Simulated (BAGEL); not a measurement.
# B3LYP/def2-SVP (density fitting with cc-pvqz-jkfit) run of CH3BF3Ge+ (SMILES [CH3][Ge+]([F])[B](F)F)

Aim: the energy change on altering one bond length of CH3BF3Ge+ at B3LYP/def2-SVP (density fitting with cc-pvqz-jkfit), from 2 runs. 

The calculation is run with BAGEL 1.2.2.

2 further runs of the same task are left out: 1 that didn't finish, 1 set aside as unsound or not needed.

### Step 1. Starting point

CH3BF3Ge+: 9 atoms, total charge +1, spin state singlet. SMILES: `[CH3][Ge+]([F])[B](F)F`. The shape comes from GFN2-xTB, which is rough for such elements, and wasn't checked as a minimum.

Bond lengths: C1–Ge2 2.003 Å, Ge2–F3 1.729 Å, Ge2–B4 2.228 Å, B4–F5 1.274 Å, B4–F6 1.276 Å, C1–H7 1.092 Å, C1–H8 1.097 Å, C1–H9 1.097 Å. Some angles: C1–Ge2–F3 103.8°, C1–Ge2–B4 154.9°, F3–Ge2–B4 101.3°, Ge2–B4–F5 115.3°, Ge2–B4–F6 119.5°, F5–B4–F6 125.2°, Ge2–C1–H7 111.8°, Ge2–C1–H8 107.1°, Ge2–C1–H9 107.2°, H7–C1–H8 110.9°.

### Step 2. A single-point energy at B3LYP/def2-SVP (density fitting with cc-pvqz-jkfit)

Contents of input.json:

```json
{ "bagel": [

{
  "title": "molecule",
  "basis": "svp",
  "df_basis": "cc-pvqz-jkfit",
  "angstrom": true,
  "geometry": [
    { "atom": "C", "xyz": [   -1.827570,   -0.232630,   -0.019740 ] },
    { "atom": "Ge", "xyz": [    0.127990,    0.202360,   -0.000590 ] },
    { "atom": "F", "xyz": [    0.165210,    1.931220,   -0.020140 ] },
    { "atom": "B", "xyz": [    2.303130,   -0.280720,    0.029180 ] },
    { "atom": "F", "xyz": [    3.084040,    0.724700,    0.087070 ] },
    { "atom": "F", "xyz": [    2.676590,   -1.500590,   -0.012720 ] },
    { "atom": "H", "xyz": [   -2.003290,   -1.308940,   -0.075000 ] },
    { "atom": "H", "xyz": [   -2.263930,    0.280640,   -0.885140 ] },
    { "atom": "H", "xyz": [   -2.262170,    0.183950,    0.897070 ] }
  ]
},
{ "title": "ks", "xc_func": "b3lyp", "charge": 1 },
{ "title": "print", "file": "orbitals.molden", "orbitals": true }

]}
```

The run is started by

```bash
BAGEL_NUM_THREADS=1 BAGEL input.json > input.out
```

The program printed:

```text
* using 1 threads per process

  ===============================================================
  ===============================================================

  *** Geometry ***

  { "atom" : "C", "xyz" : [     -3.453607,     -0.439607,     -0.037303 ] },
  { "atom" : "Ge", "xyz" : [      0.241866,      0.382405,     -0.001115 ] },
  { "atom" : "F", "xyz" : [      0.312202,      3.649477,     -0.038059 ] },
  { "atom" : "B", "xyz" : [      4.352285,     -0.530484,      0.055142 ] },
  { "atom" : "F", "xyz" : [      5.827991,      1.369485,      0.164538 ] },
  { "atom" : "F", "xyz" : [      5.058022,     -2.835704,     -0.024037 ] },
  { "atom" : "H", "xyz" : [     -3.785669,     -2.473538,     -0.141729 ] },
  { "atom" : "H", "xyz" : [     -4.278208,      0.530333,     -1.672672 ] },
  { "atom" : "H", "xyz" : [     -4.274882,      0.347615,      1.695217 ] },

  Number of auxiliary basis functions:      901

  Since a DF basis is specified, we compute 2- and 3-index integrals:
    o Being stored without compression. Storage requirement is 0.099 GB

  Number of basis functions:      117
  Number of electrons      :       73

    * METHOD: MOLECULE                             1.56

  *** Kohn-Sham DFT ***

    * Removing 16729 points whose weight is below 1.00e-10
    * Grid points: 117425

  === Nuclear Repulsion ===
   431.1160584516

       - DIIS with orbital gradients will be used.

  === KS iteration (b3lyp / svp) ===
      0      -2339.34961356          0.09680535           1.31
      1      -2023.96186171          0.22894942           1.34
      2      -2205.45053374          0.14596149           1.24
      3      -2192.49205132          0.20567554           1.26
      4      -2393.44709983          0.12406517           1.24
      5      -2420.87243957          0.09332171           1.21
      6      -2420.97785415          0.07660822           1.38
      7      -2402.33053140          0.11445891           1.23
      8      -2434.66862602          0.06656126           1.22
      9      -2440.15303009          0.02277262           1.20
     10      -2434.21991740          0.07529662           1.20
     11      -2440.49386392          0.01252963           1.22
     12      -2440.60062325          0.00646470           1.22
     13      -2440.63798526          0.00096848           1.20
     14      -2440.63872694          0.00051532           1.21
     15      -2440.63894901          0.00017026           1.20
     16      -2440.63897110          0.00006647           1.24
     17      -2440.63897398          0.00003479           1.21
     18      -2440.63897490          0.00001053           1.22
     19      -2440.63897498          0.00000472           1.23
     20      -2440.63897500          0.00000103           1.22
     21      -2440.63897500          0.00000079           1.23
     22      -2440.63897500          0.00000026           1.21
     23      -2440.63897500          0.00000018           1.24
     24      -2440.63897500          0.00000004           1.21
     25      -2440.63897500          0.00000003           1.20
     26      -2440.63897500          0.00000001           1.19
     27      -2440.63897500          0.00000000           1.20
    * SCF iteration converged.

    * Permanent dipole moment:
           (    1.233088,     1.032418,    -0.001722) a.u.

    * METHOD: KS                                  35.70

    * METHOD: PRINT                                0.03

  ===============================================================
```

Run time: 38 s. Hardware: 1 thread of Intel Xeon Platinum 8259CL at 2.50GHz (Skylake/Cascade Lake), shared host; peak memory 0.72 GiB.

### Step 3. The distorted shape, same level

Contents of input.json:

```json
{ "bagel" : [

{
  "title" : "molecule",
  "basis" : "svp",
  "df_basis" : "cc-pvqz-jkfit",
  "angstrom" : true,
  "geometry" : [
    { "atom" : "C", "xyz" : [   -1.478473,   -0.643256,    0.672597 ] },
    { "atom" : "Ge", "xyz" : [    0.477087,   -0.208266,    0.691747 ] },
    { "atom" : "F", "xyz" : [    0.514307,    1.520594,    0.672197 ] },
    { "atom" : "B", "xyz" : [    2.652227,   -0.691346,    0.721517 ] },
    { "atom" : "F", "xyz" : [    3.433137,    0.314074,    0.779407 ] },
    { "atom" : "F", "xyz" : [    3.025687,   -1.911216,    0.679617 ] },
    { "atom" : "H", "xyz" : [   -1.654193,   -1.719566,    0.617337 ] },
    { "atom" : "H", "xyz" : [   -2.263930,    0.280640,   -0.885140 ] },
    { "atom" : "H", "xyz" : [   -1.913073,   -0.226676,    1.589407 ] }
  ]
},
{ "title" : "ks", "xc_func" : "b3lyp", "charge" : 1 },
{ "title" : "print", "file" : "orbitals.molden", "orbitals" : true }

]}
```

The run is started by

```bash
BAGEL_NUM_THREADS=1 BAGEL input.json > input.out
```

The program printed:

```text
* using 1 threads per process

  ===============================================================
  ===============================================================

  *** Geometry ***

  { "atom" : "C", "xyz" : [     -2.793909,     -1.215578,      1.271024 ] },
  { "atom" : "Ge", "xyz" : [      0.901564,     -0.393566,      1.307212 ] },
  { "atom" : "F", "xyz" : [      0.971899,      2.873506,      1.270268 ] },
  { "atom" : "B", "xyz" : [      5.011983,     -1.306455,      1.363470 ] },
  { "atom" : "F", "xyz" : [      6.487689,      0.593514,      1.472866 ] },
  { "atom" : "F", "xyz" : [      5.717720,     -3.611675,      1.284290 ] },
  { "atom" : "H", "xyz" : [     -3.125972,     -3.249509,      1.166598 ] },
  { "atom" : "H", "xyz" : [     -4.278208,      0.530333,     -1.672672 ] },
  { "atom" : "H", "xyz" : [     -3.615184,     -0.428356,      3.003544 ] },

  Number of auxiliary basis functions:      901

  Since a DF basis is specified, we compute 2- and 3-index integrals:
    o Being stored without compression. Storage requirement is 0.099 GB

  Number of basis functions:      117
  Number of electrons      :       73

    * METHOD: MOLECULE                             1.47

  *** Kohn-Sham DFT ***

    * Removing 15909 points whose weight is below 1.00e-10
    * Grid points: 118245

  === Nuclear Repulsion ===
   427.9211263626

       - DIIS with orbital gradients will be used.

  === KS iteration (b3lyp / svp) ===
      0      -2339.93015898          0.09664821           1.23
      1      -2025.35603953          0.22535973           1.18
      2      -2205.98519469          0.14578985           1.20
      3      -2194.51198430          0.20860285           1.21
      4      -2400.35752028          0.10701472           1.23
      5      -2421.52556857          0.07330092           1.19
      6      -2400.86815578          0.10437994           1.19
      7      -2421.88526406          0.08226374           1.21
      8      -2437.70553402          0.04404295           1.18
      9      -2439.97381180          0.02130195           1.19
     10      -2440.09454797          0.02016301           1.19
     11      -2440.45967931          0.00712392           1.22
     12      -2440.50302331          0.00343314           1.18
     13      -2440.51256312          0.00111078           1.18
     14      -2440.51350813          0.00055475           1.19
     15      -2440.51377792          0.00015223           1.18
     16      -2440.51379507          0.00010082           1.19
     17      -2440.51380694          0.00001805           1.21
     18      -2440.51380701          0.00001558           1.19
     19      -2440.51380723          0.00000381           1.19
     20      -2440.51380723          0.00000298           1.18
     21      -2440.51380724          0.00000111           1.19
     22      -2440.51380724          0.00000039           1.18
     23      -2440.51380724          0.00000019           1.18
     24      -2440.51380724          0.00000004           1.19
     25      -2440.51380724          0.00000003           1.18
     26      -2440.51380724          0.00000001           1.18
     27      -2440.51380724          0.00000001           1.20
    * SCF iteration converged.

    * Permanent dipole moment:
           (    1.440546,     0.977810,     0.155651) a.u.

    * METHOD: KS                                  34.54

    * METHOD: PRINT                                0.03

  ===============================================================
```

Run time: 37 s. Hardware: 1 thread of Intel Xeon Platinum 8259CL at 2.50GHz (Skylake/Cascade Lake), shared host; peak memory 0.73 GiB.

### Step 4. Summary of results

Level: B3LYP/def2-SVP (density fitting with cc-pvqz-jkfit).

| quantity | value |
| --- | --- |
| first shape: total energy | -2440.63897 Eh |
| first shape: HOMO energy | -14.51 eV |
| first shape: LUMO energy | -9.29 eV |
| first shape: HOMO–LUMO gap | 5.22 eV |
| distorted shape: total energy | -2440.51381 Eh |
| distorted shape: HOMO energy | -13.71 eV |
| distorted shape: LUMO energy | -9.26 eV |
| distorted shape: HOMO–LUMO gap | 4.45 eV |
| energy change with the C1–H8 bond stretched from 1.097 to 1.974 Å | 3.406 eV |

In words: With the C1–H8 bond stretched from 1.097 to 1.974 Å the energy rises by 3.41 eV (79 kcal/mol). The first shape isn't relaxed at this level, so the change isn't measured from a minimum.
